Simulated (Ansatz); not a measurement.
# Gd (Gadolinium): the cost of one run

Program: Ansatz 0.2.0. Level of theory: DFT PBE+U (U_eff = 6 eV on Gd 4f), scalar-relativistic, plane waves, PAW. These are calculated values, not measurements.

These runs use a low cutoff (300 eV) and a coarse mesh on purpose, to show what cheap settings give: their numbers aren't properties of the material.

**1. The structure to begin with**

It takes space group P6_3/mmc (No. 194, hexagonal). Conventional cell: a = 3.646 Å, b = 3.646 Å, c = 5.892 Å, α = 90.00°, β = 90.00°, γ = 120.00°. Around Gd (site symmetry -6m2) lie 12 Gd at 3.62 to 3.65 Å.

As a file:

```cif
data_structure
_symmetry_space_group_name_H-M 'P6_3/mmc'
_symmetry_Int_Tables_number 194
_cell_length_a 3.6461
_cell_length_b 3.6461
_cell_length_c 5.8922
_cell_angle_alpha 90.000
_cell_angle_beta 90.000
_cell_angle_gamma 120.000
_cell_volume 67.83
loop_
_atom_site_label
_atom_site_type_symbol
_atom_site_symmetry_multiplicity
_atom_site_Wyckoff_symbol
_atom_site_fract_x
_atom_site_fract_y
_atom_site_fract_z
_atom_site_occupancy
Gd1 Gd 2 c 0.33333 0.66667 0.25000 1
```

An earlier run at PBE+U (U_eff = 6 eV on Gd 4f) left this cell at 33.917 Å³/atom and -0.02 GPa (6×6×4 mesh).

Volume factors to run: 0.980, 1.020, 0.960, 1.040.

**2. At 0.980 of the relaxed volume**

File input.yaml:

```yaml
crystal:
  lattice:
    - [3.6215838031, 0.0, 0.0]
    - [-1.8107919015, 3.1363835754, 0.0]
    - [0.0, 0.0, 5.8526418529]
  atoms:
    - { symbol: Gd, position: [0.3333333333, 0.6666666667, 0.25], spin: 8.28 }
    - { symbol: Gd, position: [0.6666666667, 0.3333333333, 0.75], spin: 8.28 }
basis:
  ecutwfc: 300
  ecutrho_ratio: 4
kpoints:
  mp_grid: { grid: [6, 6, 4] }
hamiltonian:
  xc: pbe
  hubbard:
    sites:
      - { species: Gd, l: f, u_eff: 6.0, starting_ns: start.occupation_matrices }
    ns_hold: { iters: 6 }
scf:
  occupations: { method: gaussian, width: 0.05 }
  lower_state_search: "off"
output:
  forces: true
  stress: true
  eigenvalues: true
  populations: true
magnetization:
  spin_polarized: true
relax:
  f_tol: 0.01
  max_steps: 40
  cell: { stress_tol: 0.1, fix: [volume] }
```

start.occupation_matrices holds the open shells' occupation matrices from the neighbouring geometry.

The run is started by

```console
$ ansatz run input.yaml --threads 1 --pin off --max-ram 2560MiB --backend cpu --events-out ev --progress --plain --runs-dir out
```

What time and memory should one allow on 1 thread of Arm Neoverse V1, shared host?

About 10 s, with a peak of 0.35 GiB.
